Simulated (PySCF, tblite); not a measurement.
**C₄H₁₆BNSi₂: geometry, infrared bands and NMR shifts**

Aim: predict the infrared bands and NMR shifts of C₄H₁₆BNSi₂ (`CB[Si@@H](N)[SiH2]CCC`).

Programs: tblite 0.8.0 and PySCF 2.14.0, with density-fitted response routines of our own. Each step states its level of theory. These are calculated values for one molecule in the gas phase, unless marked as measured. Atoms count from 0, in the outputs and in this text.

### Step 1. The molecule as given

24 atoms, charge 0, multiplicity 1; geometry from: force field or distance geometry start.

Bonds of the start (Å): C0–B1 1.59, B1–Si2 1.97, Si2–N3 1.78, Si2–Si4 2.20, Si4–C5 1.85, C5–C6 1.54, C6–C7 1.50, C0–H8 1.12, C0–H9 1.09, C0–H10 1.11, B1–H11 1.18, Si2–H12 1.47, N3–H13 1.07, N3–H14 1.05, Si4–H15 1.47, Si4–H16 1.48, C5–H17 1.10, C5–H18 1.11, C6–H19 1.10, C6–H20 1.10, C7–H21 1.12, C7–H22 1.11, C7–H23 1.11.

### Step 2. Optimising the geometry with GFN2-xTB

What the job is given:

```
{"job": {"kind": "relax", "xc": "GFN2-xTB", "basis": "xTB"}, "charge": 0, "multiplicity": 1}
C     -2.708600     1.965500     0.375400
B     -3.209400     0.475000     0.149200
Si    -1.857600    -0.896400     0.555800
N     -2.472100    -2.387600    -0.196100
Si    -0.041100    -0.293600    -0.524700
C      1.493600    -0.315900     0.502700
C      2.599400     0.175300    -0.442800
C      3.953500     0.236800     0.205500
H     -3.476500     2.693300     0.023100
H     -1.803500     2.181000    -0.193300
H     -2.521200     2.174600     1.452500
H     -3.839600     0.294800    -0.833600
H     -1.704500    -0.993900     2.012200
H     -1.952100    -3.243800     0.180700
H     -3.510000    -2.504100    -0.101300
H      0.185700    -1.234200    -1.629500
H     -0.199600     1.104700    -0.998600
H      1.446900     0.295500     1.411900
H      1.780400    -1.330100     0.843900
H      2.308500     1.197300    -0.745900
H      2.558400    -0.435800    -1.356500
H      4.683000     0.643100    -0.544200
H      4.314200    -0.760300     0.533300
H      3.960600     0.978700     1.029200
```

The run is started by

```console
$ OMP_NUM_THREADS=1 python probes_run.py task.json out
```

The driver reads the jobs from task.json and runs them one after another.

**Question.** This job is followed by: GFN2-xTB harmonic vibrations, gas phase; GIAO PBE0/pcSseg-1 NMR shielding, non-relativistic, gas phase. Predict these results of the whole session: strongest single infrared mode (GFN2-xTB); zero-point energy (GFN2-xTB); 13C shifts against TMS (PBE0/pcSseg-1); 1H shifts against TMS (PBE0/pcSseg-1, means over atoms taken as alike); 11B shifts against BF3·OEt2 (PBE0/pcSseg-1); 29Si shifts against TMS (PBE0/pcSseg-1); 15N shifts against NH3 (PBE0/pcSseg-1); surface potential, 1st and 99th percentile.

**Answer**, as computed:

| quantity | value |
| --- | --- |
| strongest single infrared mode (GFN2-xTB) | 2133 cm⁻¹, 392 km/mol |
| zero-point energy (GFN2-xTB) | 120.2 kcal/mol |
| 13C shifts against TMS (PBE0/pcSseg-1) | 27.0, 21.4, 21.2, 18.4 ppm |
| 1H shifts against TMS (PBE0/pcSseg-1, means over atoms taken as alike) | 10.44, 5.58, 3.82, 3.67, 1.57, 1.46, 1.40, 1.14, 0.79, 0.62, -0.20 ppm |
| 11B shifts against BF3·OEt2 (PBE0/pcSseg-1) | 116.7 ppm |
| 29Si shifts against TMS (PBE0/pcSseg-1) | -50.0, -65.0 ppm |
| 15N shifts against NH3 (PBE0/pcSseg-1) | 0.9 ppm |
| surface potential, 1st and 99th percentile | -1.30 V and 1.29 V |

In words: Over 161 steps the energy fell by 0.926 eV; of the close pairs, Si2–Si4 changed most, 2.198 to 2.329 Å. The lowest mode is slightly imaginary (8i cm⁻¹), a soft motion within the noise of the Hessian, so the minimum is not strictly shown. The strongest single mode, at 2133 cm⁻¹, moves mainly H16. GFN2-xTB is a fitted tight-binding method: band positions and strengths are rough. Its intensities can rank the bands wrongly. At PBE0/pcSseg-1: The largest span, 262 ppm, is at B1, where the paramagnetic term is -215 ppm. By nearest atom (PBE0/pcSseg-1), the HOMO sits on N3 53 %; H12 15 % and the LUMO on B1 54 %; H11 12 %.
